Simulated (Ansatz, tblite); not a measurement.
## A script for YSe$_{2}$ (GFN2-xTB)

These are simulated results from tblite 0.8.0, not measurements. The cell began as a database structure and was relaxed with r2SCAN in plane waves (Ansatz 0.2.0). All runs are without spin polarisation.

Space group Immm (No. 71), orthorhombic; a = 4.085 Å, b = 5.680 Å, c = 13.351 Å in the conventional setting, 25.82 Å³ an atom. Y is surrounded by 8 Se at 2.79–3.11 Å; Se is surrounded by 4 Y at 2.79–2.94 Å; Se is surrounded by 1 Se at 2.39 Å and 4 Y at 3.11 Å.

tblite solves periodic systems at the zone centre alone, so the script builds a cluster of 2×2×1 conventional cells (48 atoms), which folds in a coarse mesh of k points.

run.py reads:

```python
import json
from ase import Atoms
from ase.build import make_supercell
from ase.units import Bohr, GPa, Hartree
from tblite.interface import Calculator

atoms = Atoms(['Y', 'Y', 'Se', 'Se', 'Se', 'Se'],
              cell=[[-2.04253056, 2.84008596, 6.67553068], [2.04253056, -2.84008596, 6.67553068], [2.04253056, 2.84008596, -6.67553068]],
              scaled_positions=[[0.849221798, 0.849221798, 0.0], [0.150778202, 0.150778202, 0.0], [0.706592974, 0.206592974, 0.5], [0.293407026, 0.793407026, 0.5], [0.789706877, 0.5, 0.289706877], [0.210293123, 0.5, 0.710293123]],
              pbc=True)
cluster = make_supercell(atoms, [[0, 2, 2], [2, 0, 2], [1, 1, 0]])
calc = Calculator('GFN2-xTB', cluster.numbers, cluster.positions / Bohr, lattice=cluster.cell[:] / Bohr, periodic=cluster.pbc)
calc.set('temperature', 0.02 / Hartree)
calc.set('max-iter', 150)
res = calc.singlepoint()
levels = res.get('orbital-energies') * Hartree
nv = round(res.get('orbital-occupations').sum() / 2)
cells = len(cluster) // len(atoms)
out = {'energy_per_cell': res.get('energy') * Hartree / cells, 'homo': levels[nv - 1], 'lumo': levels[nv],
       'stress': (-res.get('virial') * Hartree / cluster.get_volume() / GPa).tolist(), 'charges': res.get('charges')[:len(atoms)].tolist(), 'electrons': 2 * nv / cells}
json.dump(out, open('results.json', 'w'))
for key, value in out.items():
    print(key, value)
```

Command: `python run.py`. It took 5.3 s on 1 thread of Arm Neoverse V1 (shared host), peak memory 0.12 GiB.

The log:

```
------------------------------------------------------------
  cycle        total energy    energy error   density error
------------------------------------------------------------
      1     -122.9871478133  -1.2317627E+02   7.2066563E-01
      2     -93.00397771894   2.9983170E+01   6.6122400E-01
      3     -115.3616960832  -2.2357718E+01   3.2731010E-01
      4     -124.1256702961  -8.7639742E+00   3.8368729E-01
      5     -123.6322252558   4.9344504E-01   2.2731376E-01
      6     -123.8768691519  -2.4464390E-01   1.7014128E-01
      7     -123.8687503188   8.1188331E-03   1.7093472E-01
      8     -124.4422688185  -5.7351850E-01   1.3639877E-01
      9     -124.8079516316  -3.6568281E-01   8.1514601E-02
     10     -124.9409051156  -1.3295348E-01   4.1493192E-02
     11     -124.9643390320  -2.3433916E-02   3.0650214E-02
     12     -124.9999365321  -3.5597500E-02   8.7000716E-03
     13     -125.0012053898  -1.2688577E-03   6.5712632E-03
     14     -124.9982745536   2.9308362E-03   1.1303358E-02
     15     -125.0015833310  -3.3087774E-03   3.3204584E-03
     16     -125.0016280517  -4.4720693E-05   2.1451952E-03
     17     -125.0016978528  -6.9801085E-05   1.7484706E-03
     18     -125.0016311605   6.6692286E-05   2.1637999E-03
     19     -125.0017209531  -8.9792657E-05   1.2155126E-03
     20     -125.0017397187  -1.8765559E-05   8.2837374E-04
     21     -125.0017270220   1.2696737E-05   8.8772460E-04
     22     -125.0017258844   1.1375898E-06   8.6976130E-04
     23     -125.0017125258   1.3358618E-05   9.9629536E-04
     24     -125.0017117908   7.3493597E-07   1.0102272E-03
     25     -125.0017059168   5.8739897E-06   1.1067522E-03
     26     -125.0017058565   6.0328617E-08   1.1058048E-03
     27     -125.0017131653  -7.3088018E-06   9.8872010E-04
     28     -125.0017086115   4.5538173E-06   1.0572626E-03
     29     -125.0017093448  -7.3334118E-07   1.0168262E-03
     30     -125.0017116418  -2.2969924E-06   9.8094852E-04
     31     -125.0017105733   1.0685004E-06   9.9474012E-04
     32     -125.0017140163  -3.4430098E-06   9.1563670E-04
     33     -125.0017216839  -7.6675911E-06   7.7689718E-04
     34     -125.0017175329   4.1510374E-06   8.5201685E-04
     35     -125.0017243792  -6.8463064E-06   7.0585163E-04
     36     -125.0017293306  -4.9514030E-06   5.9839881E-04
     37     -125.0017291698   1.6084002E-07   5.9885600E-04
     38     -125.0017407611  -1.1591325E-05   1.8312328E-04
     39     -125.0017419386  -1.1774850E-06   5.3304804E-05
     40     -125.0017419428  -4.2036703E-09   5.3330222E-05
     41     -125.0017419695  -2.6770451E-08   4.5403531E-05
     42     -125.0017420109  -4.1392880E-08   3.4339312E-05
     43     -125.0017420041   6.8386328E-09   3.7188470E-05
     44     -125.0017420189  -1.4763771E-08   3.6539694E-05
     45     -125.0017420265  -7.6921225E-09   3.2020508E-05
     46     -125.0017420315  -4.9562061E-09   2.2865557E-05
     47     -125.0017420311   4.4651927E-10   2.2342816E-05
     48     -125.0017420269   4.1143835E-09   1.5810019E-05
------------------------------------------------------------

 total:                                   4.646 sec
energy_per_cell -425.18383200169177
homo -9.114876028122477
lumo -8.912435341262114
stress [[6.9803987212068215, -5.802319145983473e-07, 7.656147804903477e-07], [-5.802319144299725e-07, 8.319052784909116, -9.012343008781475e-08], [7.656147805459131e-07, -9.01234301341262e-08, 2.099754877386758]]
charges [0.45152245771969346, 0.45151889112103716, -0.3367648586975472, -0.3367646276988315, -0.11475853677284864, -0.1147431088105811]
electrons 30.0
```

The cycle table is in hartree for the whole cluster, and the lines after it are in eV (the energy for one cell). The printed stress is in GPa and positive in compression, and the pressure is its mean diagonal.

GFN2-xTB gives a gap of 0.20 eV. On the same cell, plane-wave PBE (Ansatz, 8×8×8 k points and the special points) gives a gap of 0.26 eV and r2SCAN a gap of 0.52 eV; on shared hosts these took about 48 and 100 core-seconds on the 6-atom cell, against 5.3 for the script. Semilocal gaps usually lie below measured ones. xTB was fitted to molecules, so gaps, charges and pressures of solids can be far off, and the gap also depends on the size of the cluster.

The same script was run on cells scaled at fixed shape and fractional coordinates:

```csv
volume (Å³/atom),energy (meV/atom),"pressure (GPa, positive in compression)",gap (eV)
22.72,175.0,13.03,0.20
24.27,69.8,8.83,0.20
25.82,0.0,5.80,0.20
27.37,-43.8,3.40,0.21
28.91,-68.3,1.78,0.24
```

The minimum lies beyond the largest of these volumes.

xTB was fitted mostly to molecules, and a small cluster samples few k points, so gaps, pressures and kinks along a curve can be far from a solid's.

Spin-orbit coupling is left out.
